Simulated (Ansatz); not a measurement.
# Ga3Sb: equation of state with PBE

Crystal: Ga3Sb.

```
Sb Ga
1.0
    -2.15880    2.15880    4.76048
     2.15880   -2.15880    4.76048
     2.15880    2.15880   -4.76048
Sb Ga
1 3
Cartesian
  0.0000 0.0000 0.0000
  0.0000 0.0000 4.7605
  2.1588 0.0000 2.3802
  0.0000 2.1588 2.3802
```

The cell comes from a database or a generator and needn't be the stable form of this composition.

* Program: Ansatz 0.2.0
* Task: equation of state
* Functional: PBE
* Potentials or basis: Ansatz PAW
* Cutoff: 420 eV
* Density cutoff: 1680 eV
* k mesh: 9 × 9 × 9
* Occupations: fermi-dirac, width 0.05 eV
* Spin: no spin polarisation

```json
{
 "Equilibrium volume": "21.90 Å³/atom",
 "Bulk modulus at fixed shape and positions": "46 GPa",
 "Pressure derivative of the bulk modulus": "5.2"
}
```

Energy against volume, from the lowest point:
```tsv
volume (Å³/atom)	energy (meV/atom)
20.855	7.74
21.298	2.35
21.742	0.00
22.186	0.33
22.630	3.02
23.073	7.79
23.517	14.41
```

All runs of the series together: 48 s on 2 threads of Arm Neoverse V1, on a shared host.

Caveat: the cell was scaled at fixed shape and fractional positions, which overstates the stiffness of a crystal with free parameters, most of all of layers and chains. The run has no spin-orbit coupling, so splittings on Sb are missing.
